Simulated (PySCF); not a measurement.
**Pm⁵⁷⁺, Pm⁵⁸⁺: ionisation energies in even-tempered 19s8p5d5f4g**

Each state of promethium is computed at each level; their differences give the ionisation energy. How far do the methods differ?

The numbers are computed with PySCF 2.14.0 (unrestricted determinants in a Gaussian basis, no spin-orbit coupling in the energies), except any that are marked as measured or tabulated.

## 1. Starting point

* Element: promethium (Z = 61)
* Basis: an uncontracted even-tempered set (19 s from 34 bohr⁻², ratio 2.2; 8 p from 52 bohr⁻², ratio 2.4; 5 d from 160 bohr⁻², ratio 2.4; 5 f from 230 bohr⁻², ratio 2.4; 4 g from 350 bohr⁻², ratio 2.4)
* Hamiltonian: the spin-free X2C one-electron Hamiltonian (Gaussian nucleus)
* State 1: Pm⁵⁷⁺: [He] 2s2, closed-shell 1S
* State 2: Pm⁵⁸⁺: [He] 2s1, 2S determinant
* Needed too, but not shown: Pm⁵⁹⁺ 1s2 (1S)
* Methods: UHF, LDA, PBE, PBE0, r2SCAN, M06, TPSSh, MP2
* Core shells frozen in the correlated runs: all electrons: nothing (for Pm⁵⁷⁺)

Outer shells as boxes (Hund's rule):

Pm57+ [He] 2s2
```
[He] core
2s [↑↓]
```

Pm58+ [He] 2s1
```
[He] core
2s [↑ ]
```

The runs were made by one driver on top of PySCF. The scripts below sum up each run's settings (the driver also hands on starting orbitals that pick excited configurations, and frozen orbitals as a list rather than a count), and the logs come from the driver's own runs. The driver starts from symmetry-adapted Hartree-Fock orbitals, holds the occupation by maximum overlap and uses a logarithmic radial grid for functionals, so a plain start would take other cycles.

The integrals over 139 functions and the set-up took 0.84 s of CPU time.

## 2. Pm⁵⁷⁺

**UHF**

input.py reads:

```python
from pyscf import gto, scf, dft, mp, cc
mol = gto.M(atom="Pm 0 0 0", charge=57, spin=0, symmetry="D2h",
            basis=gto.etbs([(0, 19, 34, 2.2), (1, 8, 52, 2.4), (2, 5, 160, 2.4), (3, 5, 230, 2.4), (4, 4, 350, 2.4)]),
            nucmod="G")
mf = scf.UHF(mol).sfx2c1e()
mf.irrep_nelec = {'Ag': (2, 2)}
mf.kernel()
```

**LDA**

input.py, as changed from the run before:

```diff
@@ -4,3 +4,3 @@
             nucmod="G")
-mf = scf.UHF(mol).sfx2c1e()
+mf = dft.UKS(mol, xc="LDA,VWN").sfx2c1e()
 mf.irrep_nelec = {'Ag': (2, 2)}
```

**PBE**

input.py, as changed from the run before:

```diff
@@ -4,3 +4,3 @@
             nucmod="G")
-mf = dft.UKS(mol, xc="LDA,VWN").sfx2c1e()
+mf = dft.UKS(mol, xc="PBE").sfx2c1e()
 mf.irrep_nelec = {'Ag': (2, 2)}
```

**PBE0**

input.py, as changed from the run before:

```diff
@@ -4,3 +4,3 @@
             nucmod="G")
-mf = dft.UKS(mol, xc="PBE").sfx2c1e()
+mf = dft.UKS(mol, xc="PBE0").sfx2c1e()
 mf.irrep_nelec = {'Ag': (2, 2)}
```

**r2SCAN**

input.py, as changed from the run before:

```diff
@@ -4,3 +4,3 @@
             nucmod="G")
-mf = dft.UKS(mol, xc="PBE0").sfx2c1e()
+mf = dft.UKS(mol, xc="R2SCAN").sfx2c1e()
 mf.irrep_nelec = {'Ag': (2, 2)}
```

**M06**

input.py, as changed from the run before:

```diff
@@ -4,3 +4,3 @@
             nucmod="G")
-mf = dft.UKS(mol, xc="R2SCAN").sfx2c1e()
+mf = dft.UKS(mol, xc="M06").sfx2c1e()
 mf.irrep_nelec = {'Ag': (2, 2)}
```

**TPSSh**

input.py, as changed from the run before:

```diff
@@ -4,3 +4,3 @@
             nucmod="G")
-mf = dft.UKS(mol, xc="M06").sfx2c1e()
+mf = dft.UKS(mol, xc="TPSSH").sfx2c1e()
 mf.irrep_nelec = {'Ag': (2, 2)}
```

**MP2 (all electrons)**

input.py, as changed from the run before:

```diff
@@ -4,4 +4,5 @@
             nucmod="G")
-mf = dft.UKS(mol, xc="TPSSH").sfx2c1e()
+mf = scf.UHF(mol).sfx2c1e()
 mf.irrep_nelec = {'Ag': (2, 2)}
 mf.kernel()
+mp.UMP2(mf, frozen=[[131, 132, 133, 134, 135, 136, 137, 138], [131, 132, 133, 134, 135, 136, 137, 138]]).kernel()
```

## 3. Pm⁵⁸⁺

**UHF**

input.py reads:

```python
from pyscf import gto, scf, dft, mp, cc
mol = gto.M(atom="Pm 0 0 0", charge=58, spin=1, symmetry="D2h",
            basis=gto.etbs([(0, 19, 34, 2.2), (1, 8, 52, 2.4), (2, 5, 160, 2.4), (3, 5, 230, 2.4), (4, 4, 350, 2.4)]),
            nucmod="G")
mf = scf.UHF(mol).sfx2c1e()
mf.irrep_nelec = {'Ag': (2, 1)}
mf.kernel()
```

**LDA**

input.py, as changed from the run before:

```diff
@@ -4,3 +4,3 @@
             nucmod="G")
-mf = scf.UHF(mol).sfx2c1e()
+mf = dft.UKS(mol, xc="LDA,VWN").sfx2c1e()
 mf.irrep_nelec = {'Ag': (2, 1)}
```

**PBE**

input.py, as changed from the run before:

```diff
@@ -4,3 +4,3 @@
             nucmod="G")
-mf = dft.UKS(mol, xc="LDA,VWN").sfx2c1e()
+mf = dft.UKS(mol, xc="PBE").sfx2c1e()
 mf.irrep_nelec = {'Ag': (2, 1)}
```

**PBE0**

input.py, as changed from the run before:

```diff
@@ -4,3 +4,3 @@
             nucmod="G")
-mf = dft.UKS(mol, xc="PBE").sfx2c1e()
+mf = dft.UKS(mol, xc="PBE0").sfx2c1e()
 mf.irrep_nelec = {'Ag': (2, 1)}
```

**r2SCAN**

input.py, as changed from the run before:

```diff
@@ -4,3 +4,3 @@
             nucmod="G")
-mf = dft.UKS(mol, xc="PBE0").sfx2c1e()
+mf = dft.UKS(mol, xc="R2SCAN").sfx2c1e()
 mf.irrep_nelec = {'Ag': (2, 1)}
```

**M06**

input.py, as changed from the run before:

```diff
@@ -4,3 +4,3 @@
             nucmod="G")
-mf = dft.UKS(mol, xc="R2SCAN").sfx2c1e()
+mf = dft.UKS(mol, xc="M06").sfx2c1e()
 mf.irrep_nelec = {'Ag': (2, 1)}
```

**TPSSh**

input.py, as changed from the run before:

```diff
@@ -4,3 +4,3 @@
             nucmod="G")
-mf = dft.UKS(mol, xc="M06").sfx2c1e()
+mf = dft.UKS(mol, xc="TPSSH").sfx2c1e()
 mf.irrep_nelec = {'Ag': (2, 1)}
```

**MP2 (all electrons)**

input.py, as changed from the run before:

```diff
@@ -4,4 +4,5 @@
             nucmod="G")
-mf = dft.UKS(mol, xc="TPSSH").sfx2c1e()
+mf = scf.UHF(mol).sfx2c1e()
 mf.irrep_nelec = {'Ag': (2, 1)}
 mf.kernel()
+mp.UMP2(mf, frozen=[[131, 132, 133, 134, 135, 136, 137, 138], [131, 132, 133, 134, 135, 136, 137, 138]]).kernel()
```

Q: Predict the outcome of this session.

**Answer**, as computed:

| quantity | value |
| --- | --- |
| ionisation energy, Pm⁵⁷⁺ | UHF 12546.1, MP2 (all electrons) 12551.5 eV; reference 12532 ± 6 |
| ionisation energy, Pm⁵⁸⁺ | UHF 12810.7, MP2 (all electrons) 12810.9 eV; reference 12797.26 ± 0.07 |

**Reading.** For the first difference the methods span 13.714 eV, from LDA (12539.3) to PBE (12553.0). The reference is uncertain or not like for like (spin-orbit coupling or other relativistic terms), so no ranking of close methods is drawn. The basis is finite, and no extrapolation was made.
